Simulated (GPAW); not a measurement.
The system is Ge3Pd.

```
Pd Ge
1.0
     4.14202    0.00000    0.00000
     0.00000    4.14202    0.00000
     0.00000    0.00000    4.14202
Pd Ge
1 3
Direct
  0.00000 0.00000 0.00000
  0.50000 0.50000 0.00000
  0.50000 0.00000 0.50000
  0.00000 0.50000 0.50000
```

The cell comes from a database or a generator and needn't be the stable form of this composition.

Base run:

| Property | Result |
| --- | --- |
| Program | GPAW 26.7.0 |
| Functional | LDA |
| Potentials or basis | the program's PAW data sets (release 1.2.1) made for this functional |
| Cutoff | 450 eV |
| Basis | pw |
| k mesh | 5 × 5 × 5 |
| Occupations | fermi-dirac, width 0.05 eV |
| Spin | no spin polarisation |

Its results: band gap on the k mesh none (metal or under the smearing width); pressure -7.5 GPa.

**Question.** The run is repeated on the same cell with these changes: functional from LDA to PBE; potentials or basis from the program's PAW data sets (release 1.2.1) made for this functional to GPAW PAW data sets (gpaw-data 1.2.1). What comes out?

**Answer.** Band gap on the k mesh none (metal or under the smearing width); pressure -0.6 GPa.

Caveats: the cutoff is short for stress and forces, so pressures can be off by a GPa or more.
